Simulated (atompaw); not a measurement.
# I: generating and testing a PAW (atompaw) potential

Aim: build the potential from the settings below, then test how well it stands in for the atom: scattering, ghost states and the plane-wave cutoff that it needs.

The numbers are computed with atompaw 4.2.0.5 (PBE, scalar-relativistic, spin-unpolarised reference atom).

**1. The atom and the settings**

The settings as typed:

```json
{
 "element": "iodine (I, Z = 53)",
 "type": "PAW",
 "frozen core": "[Ar] 3d10",
 "valence charge": "25",
 "reference configuration": "4s2 4p6 4d10 5s2 5p5",
 "partial waves": "4s (bound): rc 1.00 bohr; 5s (bound): rc 1.65 bohr; 4p (bound): rc 1.25 bohr; 5p (bound): rc 1.65 bohr; 4d (bound): rc 1.65 bohr; 4d channel at -3.1 Ry: rc 1.65 bohr",
 "local potential": "vpsmatchnc scheme with l = 3 at 1 Ry, radius 1.30 bohr",
 "core correction": "smooth core density matched at 1.35 bohr",
 "augmentation charge": "sinc compensation charge, radius 1.65 bohr; PAW radius 1.65 bohr; waves and projectors: custom polynom2 7 10 vanderbiltortho"
}
```

**2. The generation run**

File I.input:

```
I 53
GGA-PBE scalarrelativistic loggrid 1500 logderivrange -15 5 501
5 5 4 0 0 0
5 1 5
0 0 0
c
c
c
v
v
c
c
v
v
c
v
2
1.65 1.65 1.30 1.35
n
n
y
-3.1
n
custom polynom2 7 10 vanderbiltortho sinc
3 1 vpsmatchnc
1.00
1.65
1.25
1.65
1.65
1.65
PWSCFOUT
UPFDX 0.0125d0 UPFXMIN -7.d0 UPFZMESH 53.d0
END
```

Run with:

```sh
$ atompaw < I.input > I.log
```

Q: Predict the outcome of this session. Wanted: cutoffs for 10 and 1 mRy, occupied levels; bound ghosts; largest phase difference near zero energy, channels read; lowest eigenvalue of the overlap; share of valence orbitals outside the PAW sphere; UPF file.

**Answer**, as computed:

| quantity | value |
| --- | --- |
| cutoffs for 10 and 1 mRy, occupied levels | 300 Ry and over 300 Ry |
| bound ghosts | s at -148.93 eV |
| largest phase difference near zero energy, channels read | 0.038 rad |
| lowest eigenvalue of the overlap (Bessel basis) | 0.403 (s) |
| share of valence orbitals outside the PAW sphere | 4s 0 %, 5s 66 %, 4p 1 %, 5p 83 %, 4d 4 % |
| UPF file | written |

A bound ghost (s) makes it unfit for use: electrons can fall into a state that the atom doesn't have. It counts as very hard, with 300 Ry needed at the looser tolerance. The tighter tolerance needs over 300 Ry, and converged work needs a cutoff nearer that. The slowest occupied level is 4p: taken alone it needs over 300 Ry to come within 1 mRy, against 300 Ry for 4s. Near zero energy the largest phase difference among the channels read is 0.04 rad, in the p channel. The pseudo curves have a pole with no partner nearby in the atom's: s at -10.92 Ry. All of this concerns the isolated atom, not yet a solid.
